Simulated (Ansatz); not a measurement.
**Na: lattice vibrations**

Aim: phonons by finite displacements on a 2×2×2 mesh of wavevectors, at three volumes, and the mode Grüneisen parameters. Runs: reference run (PAW); volume scaled by 0.980 (PAW); volume scaled by 1.020 (PAW); mode Grüneisen parameters (PAW); displacement of 0.06 Å (PAW).

Program: Ansatz 0.2.0. Level of theory: DFT PBEsol, frozen-core PAW, scalar-relativistic unless said. These are calculated values, not measurements.

1 further run of the same task is left out (set aside as unsound or not needed). Runs told in other sessions of the task aren't counted.

## (1) Starting point

The structure is hexagonal, space group P6_3/mmc (No. 194). The conventional cell has a = 3.724 Å, b = 3.724 Å, c = 6.051 Å, α = 90.00°, β = 90.00°, γ = 120.00°. Around Na (site symmetry -6m2) lie 12 Na at 3.71 to 3.72 Å.

Structure file:

```cif
data_structure
_symmetry_space_group_name_H-M 'P6_3/mmc'
_symmetry_Int_Tables_number 194
_cell_length_a 3.7245
_cell_length_b 3.7245
_cell_length_c 6.0515
_cell_angle_alpha 90.000
_cell_angle_beta 90.000
_cell_angle_gamma 120.000
_cell_volume 72.70
loop_
_atom_site_label
_atom_site_type_symbol
_atom_site_symmetry_multiplicity
_atom_site_Wyckoff_symbol
_atom_site_fract_x
_atom_site_fract_y
_atom_site_fract_z
_atom_site_occupancy
Na1 Na 2 c 0.33333 0.66667 0.25000 1
```

Cartesian axes are those of the input's lattice vectors. The structure goes back to a database entry.

## (2) Reference run, PAW

input.yaml reads:

```yaml
crystal:
  lattice:
    - [3.72449028813, 0.0, 0.0]
    - [-1.86224514406, 3.22550320567, 0.0]
    - [0.0, 0.0, 6.05146946933]
  atoms:
    - { symbol: Na, position: [0.333333333333, 0.666666666667, 0.25] }
    - { symbol: Na, position: [0.666666666667, 0.333333333333, 0.75] }
kpoints:
  mp_grid: { grid: [12, 12, 8] }
scf:
  occupations: { method: fermi_dirac, width: 0.1 }
hamiltonian:
  xc: pbesol
  pseudopotentials: { kind: paw }
phonons:
  qmesh: [2, 2, 2]
  qpath:
    path:
      - [0.0, 0.0, 0.0]
      - [0.5, 0.0, 0.0]
      - [0.3333333333, 0.3333333333, 0.0]
      - [0.0, 0.0, 0.0]
      - [0.0, 0.0, 0.5]
      - [0.5, 0.0, 0.5]
      - [0.3333333333, 0.3333333333, 0.5]
      - [0.0, 0.0, 0.5]
      - [0.5, 0.0, 0.5]
    npoints: 6
  temperatures: { t_min: 0, t_max: 1000, t_step: 100 }
```

Started as:

```sh
$ ansatz run input.yaml --threads 1 --pin off --max-ram 3072MiB --backend cpu --events-out ev --progress --plain --runs-dir out
```

## (3) Volume scaled by 0.980, PAW

Changes to input.yaml since step 2:

```diff
@@ -2,5 +2,5 @@
   lattice:
-    - [3.72449028813, 0.0, 0.0]
-    - [-1.86224514406, 3.22550320567, 0.0]
-    - [0.0, 0.0, 6.05146946933]
+    - [3.69949295583, 0.0, 0.0]
+    - [-1.84974647791, 3.20385488087, 0.0]
+    - [0.0, 0.0, 6.01085435652]
   atoms:
```

## (4) Volume scaled by 1.020, PAW

Changes to input.yaml since step 3:

```diff
@@ -2,5 +2,5 @@
   lattice:
-    - [3.69949295583, 0.0, 0.0]
-    - [-1.84974647791, 3.20385488087, 0.0]
-    - [0.0, 0.0, 6.01085435652]
+    - [3.74915650557, 0.0, 0.0]
+    - [-1.87457825278, 3.24686477658, 0.0]
+    - [0.0, 0.0, 6.09154659404]
   atoms:
```

## (6) Displacement of 0.06 Å, PAW

Changes to input.yaml since step 4:

```diff
@@ -2,5 +2,5 @@
   lattice:
-    - [3.74915650557, 0.0, 0.0]
-    - [-1.87457825278, 3.24686477658, 0.0]
-    - [0.0, 0.0, 6.09154659404]
+    - [3.72449028813, 0.0, 0.0]
+    - [-1.86224514406, 3.22550320567, 0.0]
+    - [0.0, 0.0, 6.05146946933]
   atoms:
@@ -30 +30,2 @@
   temperatures: { t_min: 0, t_max: 1000, t_step: 100 }
+  amplitude: 0.06
```

(Steps that only read results are left out.)

Before running it: what results should come out? Wanted: highest mode on the mesh, without the LO shift; optical modes at Γ.

The runs gave:

| quantity | value |
| --- | --- |
| highest mode on the mesh, without the LO shift (PAW) | 134 cm⁻¹ |
| optical modes at Γ | 56 (E2g), 134 (B1g) cm⁻¹ |
| mean Grüneisen parameter at 300 K (PAW) | 1.09 |

What this shows: No mode on the mesh is unstable; the highest lies at 134 cm⁻¹ by PAW. Weighted by heat capacity at 300 K the mean Grüneisen parameter of the sampled modes is 1.09, which points to expansion on heating. Each set of modes is computed in the harmonic approximation. Cautions: frozen-core PAW files fitted under PBE, their cores solved anew for the functional of the run; responses of metals move with mesh and smearing.
